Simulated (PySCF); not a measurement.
# IrS₃: structure of the quartet

Aim: relax IrS₃ as a quartet from a B3LYP minimum start, check by its vibrations whether the end is a minimum, and collect its spectrum and constants.

Computed with PySCF 2.14.0. Level: B3LYP, basis Ir def2-SVP with ECP60, S def2-SVP, scalar-relativistic core potentials, no spin–orbit coupling, density fitting.

### Step 1. Where the work starts

4 atoms, charge 0, spin multiplicity 4.

Bond lengths: Ir1–S2 2.146 Å, Ir1–S3 2.146 Å, Ir1–S4 2.146 Å. Angles: S2–Ir1–S3 115.6°, S2–Ir1–S4 115.6°, S3–Ir1–S4 115.6°.

Z-matrix (Å, degrees; charge 0 multiplicity 4):
```
Ir
S  1 2.1457
S  1 2.1457 2 115.58
S  1 2.1457 2 115.58 3 -139.44
```

### Step 2. First SCF at the start

One driver script runs all steps and calls PySCF; scf.py shows how it sets up the SCF of each step. The optimiser is the driver's own. After this first run the driver tries any further starts and a stability analysis.

scf.py

```python
from pyscf import gto, scf, dft
mol = gto.M(atom='''
Ir    -0.000000    -0.000000    -0.153140
S      2.096352     0.000036     0.304624
S     -1.048207     1.815476     0.304624
S     -1.048145    -1.815512     0.304624''',
    basis={'Ir': 'def2-SVP', 'S': 'def2-SVP'},
    ecp={'Ir': 'def2-SVP'},
    charge=0, spin=3)
mf = dft.UKS(mol, xc='B3LYP')
mf.grids.atom_grid = (50, 194)
aux = {'Ir': 'def2-universal-JKFIT', 'S': 'def2-universal-JKFIT'}
mf = mf.density_fit(auxbasis=aux)
mf.conv_tol = 1e-08
mf.diis_space = 10
mf.max_cycle = 60
mf.init_guess = 'minao'
mf.verbose = 4
mf.kernel()
```

Command:

```console
OMP_NUM_THREADS=2 python axn.py task.json out
```

Standard output:

```text
init E= -1286.87396374876
[... the frontier-level lines of each cycle are left out ...]
cycle= 1 E= -1297.8567713999  delta_E=  -11  |g|= 1.21  |ddm|=  5.9
cycle= 2 E= -1288.68309200518  delta_E= 9.17  |g|= 3.27  |ddm|= 8.83
cycle= 3 E= -1298.49319080178  delta_E= -9.81  |g|= 0.525  |ddm|= 8.68
cycle= 4 E= -1298.62340296037  delta_E= -0.13  |g|= 0.19  |ddm|= 0.572
cycle= 5 E= -1298.63823008697  delta_E= -0.0148  |g|= 0.0816  |ddm|= 0.251
cycle= 6 E= -1298.64114935136  delta_E= -0.00292  |g|= 0.0276  |ddm|= 0.0755
cycle= 7 E= -1298.64121584206  delta_E= -6.65e-05  |g|= 0.025  |ddm|= 0.0563
cycle= 8 E= -1298.64165910782  delta_E= -0.000443  |g|= 0.00559  |ddm|= 0.0376
cycle= 9 E= -1298.6416890339  delta_E= -2.99e-05  |g|= 0.00355  |ddm|= 0.0141
cycle= 10 E= -1298.64169654384  delta_E= -7.51e-06  |g|= 0.00125  |ddm|= 0.00575
cycle= 11 E= -1298.64169770347  delta_E= -1.16e-06  |g|= 0.000211  |ddm|= 0.00355
cycle= 12 E= -1298.64169776308  delta_E= -5.96e-08  |g|= 4.38e-05  |ddm|= 0.000706
cycle= 13 E= -1298.64169777473  delta_E= -1.16e-08  |g|= 3.63e-05  |ddm|= 0.000465
cycle= 14 E= -1298.64169777522  delta_E= -4.97e-10  |g|= 4.05e-05  |ddm|= 0.000119
Extra cycle  E= -1298.64169776179  delta_E= 1.34e-08  |g|= 0.000146  |ddm|= 0.000234
converged SCF energy = -1298.64169776179  <S^2> = 3.8217327  2S+1 = 4.035707
```

This step, with its further starts and checks, ran for 20 s (2 threads of Arm Neoverse V2, shared host).

The starts that the driver tried:

| start | energy (Eh) |
| --- | --- |
| the minimal-basis guess | -1298.641698 |
| a thermally smeared density | -1298.651705 |
| a smeared PBE density | -1298.651705 |

This is not the lowest solution: one lies 26.3 kJ/mol lower, at -1298.65170 Eh, and the relaxation starts from that.

### Step 3. Relaxation: B3LYP minimum start, quartet

The program finds C3v symmetry in the start, which this walk keeps. The walk stops when the largest gradient is under 0.0003 Eh/bohr and the energy has settled too.

scf.py: that of step 2 with these lines changed.

```diff
@@ -3,4 +3,4 @@
-Ir    -0.000000    -0.000000    -0.153140
-S      2.096352     0.000036     0.304624
-S     -1.048207     1.815476     0.304624
-S     -1.048145    -1.815512     0.304624''',
+Ir     0.000000     0.000000    -0.151991
+S      2.096352     0.000036     0.305773
+S     -1.048207     1.815476     0.305773
+S     -1.048145    -1.815512     0.305773''',
@@ -17 +16,0 @@
-mf.init_guess = 'minao'
```

The optimiser's trace:

| step | energy (Eh) | change (kJ/mol) | largest symmetric gradient (Eh/bohr) |
| --- | --- | --- | --- |
| 0 | -1298.651705 | 0.00 | 0.00026 |

The walk took 2.7 s.

After 0 steps and 0.0 kJ/mol it ends at C3v: Ir–S 2.146 Å (×3); S–Ir–S 115.6° (×3).

### Step 4. Frequencies

The point is checked on the finer grid, and tightened if its gradient asks for it. The Hessian and the dipole derivatives come from central differences of analytic gradients, with steps of 0.02 bohr.

scf.py: that of step 3 with these lines changed.

```diff
@@ -3 +3 @@
-Ir     0.000000     0.000000    -0.151991
+Ir     0.000000    -0.000000    -0.151991
@@ -11 +11 @@
-mf.grids.atom_grid = (50, 194)
+mf.grids.atom_grid = (75, 302)
@@ -14 +14 @@
-mf.conv_tol = 1e-08
+mf.conv_tol = 1e-10
```

This SCF starts from the last density.

SCF at the final geometry:

```text
init E= -1298.6517229376
[... the frontier-level lines of each cycle are left out ...]
cycle= 1 E= -1298.65172293728  delta_E= 3.12e-10  |g|= 2.65e-05  |ddm|= 2.82e-05
cycle= 2 E= -1298.65172293123  delta_E= 6.05e-09  |g|= 0.000116  |ddm|= 0.000118
cycle= 3 E= -1298.6517229376  delta_E= -6.37e-09  |g|= 4.96e-06  |ddm|= 9.51e-05
cycle= 4 E= -1298.65172293762  delta_E= -1.98e-11  |g|= 6.32e-07  |ddm|= 6.57e-06
Extra cycle  E= -1298.65172293762  delta_E=    0  |g|= 1.29e-06  |ddm|= 2.2e-06
converged SCF energy = -1298.65172293762  <S^2> = 3.7630906  2S+1 = 4.00654
```

The whole step took 42 s.

Geometry: C3v; Ir–S 2.146 Å (×3); S–Ir–S 115.6° (×3).

Harmonic modes (main isotopes):

```
symmetry  ω (cm⁻¹)  IR (km/mol)     type
      a1       127          0.0     bend
       e       152          1.4     bend
       e       446         17.6  stretch
      a1       481          0.0  stretch
```

No imaginary mode, so this is a minimum.

Constants and moments:

```
Dipole moment                                                   : 0.84 D
Highest occupied level                                          : -6.94 eV
Lowest empty level                                              : -5.48 eV
Rotational constants                                            : 0.07519, 0.07519, 0.03999 cm⁻¹
Zero-point energy                                               : 10.8 kJ/mol
Principal polarisabilities                                      : 46.6, 111.7, 111.7 bohr³
Atomisation energy without zero-point energy                    : 1033 kJ/mol
Principal traceless quadrupole moments about the centre of mass : -0.90, -0.90, 1.79 D Å
Entropy at 298.15 K and 1 bar (electronic part: spin only)      : 344.9 J/(mol K)
Heat capacity Cp at 298.15 K                                    : 74.1 J/(mol K)
Enthalpy at 298.15 K above 0 K                                  : 17.10 kJ/mol
Rotational symmetry number                                      : 3
Spin squared ⟨S²⟩                                               : 3.763
```

Charges (e) and bond orders:

```csv
atom,Mulliken,Löwdin,polar tensor,spin (Mulliken),Mayer order to Ir1
Ir1,0.24,-0.67,0.35,0.99,–
"S2,3,4",-0.08,0.22,-0.12,0.67,1.58
```

Mulliken populations on Ir1 (outside its core potential): s 2.74, p 6.41, d 7.58, f 0.04.

### Step 5. What came out

| quantity | value |
| --- | --- |
| minimum | quartet, C3v |
| geometry | Ir–S 2.146 Å (×3); S–Ir–S 115.6° (×3) |
| wavenumbers (cm⁻¹) | 127 (a1), 152 (e), 446 (e), 481 (a1) |
| dipole moment | 0.84 D |
| highest occupied, lowest empty level (either spin) | -6.94, -5.48 eV |
| polar-tensor charge of Ir1 | +0.35 e |
| zero-point energy | 10.8 kJ/mol |
| entropy at 298.15 K | 344.9 J/(mol K) |
| atomisation energy (no zero-point energy) | 1033 kJ/mol |
| ⟨S²⟩ | 3.763 |

**Reading.** The B3LYP minimum start keeps its C3v symmetry and ends in a minimum. The strongest infrared band lies at 446 cm⁻¹ (e, stretch). The first SCF alone would have been 26 kJ/mol too high. Only this shape and spin were tried, so other structures or states may lie lower. Open d and f shells are described by one determinant, and the ground state may have another occupation or spin. With an element this heavy the missing spin–orbit coupling can shift these numbers.

The search up to here took 65 s.
